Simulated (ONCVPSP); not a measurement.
# An ONCV potential for Cu, from input to tests

Aim: build the potential from the settings below, then test how well it stands in for the atom: other configurations, scattering, ghost states and the plane-wave cutoff that it needs.

The numbers are computed with ONCVPSP 4.0.1.1 (patched build) (LDA (Perdew-Wang 92), scalar-relativistic, spin-unpolarised reference atom).

## Step 1: The design

The settings as typed:

```
element                 : copper (Cu, Z = 29)
type                    : optimised norm-conserving Vanderbilt (ONCV)
frozen core             : [Ne] 3s2
valence charge          : 17
reference configuration : 3p6 3d10 4s1
partial waves           : 4s: rc 2.35 bohr, ncon 3, nbas 7, qcut 3.5 1/bohr, 1 projector; 3p: rc 0.95 bohr, ncon 4, nbas 8, qcut 13.6 1/bohr, 2 projectors, debl 1.2 Ha; 3d: rc 0.90 bohr, ncon 3, nbas 8, qcut 17.2 1/bohr, 3 projectors, debl 0.5 Ha
local potential         : polynomial inside 0.90 bohr (lpopt 3, dvloc0 3 Ha)
core correction         : Teter function, fcfact 3.75, rcfact 1.7
```

The outer shells as boxes (Hund's rule for the drawing; the calculation is spin-unpolarised):

```
[Ne] core
3s [↑↓]
3p [↑↓][↑↓][↑↓]
3d [↑↓][↑↓][↑↓][↑↓][↑↓]
4s [↑ ]
```

An earlier all-electron run gives the scale for the radii.

All-electron outer shells of the reference configuration (LDA (PZ), scalar-relativistic, ld1.x):

```
shell  level (eV)  outermost node (bohr)  outermost maximum (bohr)
   3s     -114.15                   0.29                      0.61
   3p      -72.03                   0.26                      0.62
   3d       -5.32                      –                      0.60
   4s       -4.87                   0.89                      2.24
   4p       -0.79                   0.98                      3.52
```

## Step 2: Generating the potential

Cu.dat

```
# ATOM AND REFERENCE CONFIGURATION
# atsym  z   nc   nv     iexc    psfile
  Cu 29.00    4    3  -001012      upf
#
#   n    l    f
    1    0    2.00
    2    0    2.00
    2    1    6.00
    3    0    2.00
    3    1    6.00
    3    2   10.00
    4    0    1.00
#
# PSEUDOPOTENTIAL AND OPTIMIZATION
# lmax
    2
#
#   l,   rc,      ep,       ncon, nbas, qcut
    0    2.35    0.00    3    7    3.50
    1    0.95    0.00    4    8   13.60
    2    0.90    0.00    3    8   17.20
#
# LOCAL POTENTIAL
# lloc, lpopt,  rc(5),   dvloc0
    4    3    0.90    3.00
#
# VANDERBILT-KLEINMAN-BYLANDER PROJECTORs
# l, nproj, debl
    0    1    1.70
    1    2    1.20
    2    3    0.50
#
# MODEL CORE CHARGE
# icmod, fcfact, rcfact
    3    3.75    1.70
#
# LOG DERIVATIVE ANALYSIS
# epsh1, epsh2, depsh
   -4.00    5.00    0.02
#
# OUTPUT GRID
# rlmax, drl
    6.00    0.01
#
# TEST CONFIGURATIONS
# ncnf
    4
# nvcnf
#   n    l    f
    3
    3    1    6.00
    3    2   10.00
    4    0    0.00
#
    3
    3    1    6.00
    3    2    9.00
    4    0    0.00
#
    3
    3    1    6.00
    3    2    8.00
    4    0    0.00
#
    3
    3    1    5.00
    3    2   10.00
    4    0    1.00
#
```

Started as:

```bash
$ oncvpsp.x < Cu.dat > Cu.out
```

Q: Predict the outcome of this session. Wanted: cutoffs for 1 and 0.1 mHa per electron, occupied waves; bound ghosts; GHOST(+) flags; largest miss of a reference level; largest test error; largest phase difference near zero energy, channels read; rms error of d²Exc/dn², without and with the model core; projector energies reset by the program.

The runs gave:

| quantity | value |
| --- | --- |
| cutoffs for 1 and 0.1 mHa per electron, occupied waves | 112 Ha and 127 Ha |
| bound ghosts | s at -48.58 eV |
| GHOST(+) flags | none at low energy |
| largest miss of a reference level | 12 meV (3p) |
| largest test error (AE − PS) | +13 meV, for 3p5 3d10 4s1 (1 test unsolved) |
| largest phase difference near zero energy, channels read | 0.002 rad |
| rms error of d²Exc/dn², without and with the model core | 4.10 and 1.19 mHa |
| projector energies reset by the program | p: -2.647, 0.250 Ha |

A bound ghost (s) makes it unfit for use: electrons can fall into a state that the atom doesn't have. The worst unpolarised test, 3p5 3d10 4s1, is off by 13 meV on 79.5 eV; by total energies transferability rates as good where solved. Atomic tests can pass in spite of a ghost, since they solve only for the levels asked. Of the tests 1 gave no usable energy difference, which is a warning in itself. It counts as very hard, with 112 Ha needed at the looser tolerance. At the looser tolerance the 3d wave is the slowest; 3p needs 44 Ha. Near zero energy the phases of the channels with partial waves agree within 0.002 rad. The pseudo curves have a pole with no partner nearby in the atom's: s at -1.78 Ha. All of this concerns the isolated atom, not yet a solid.
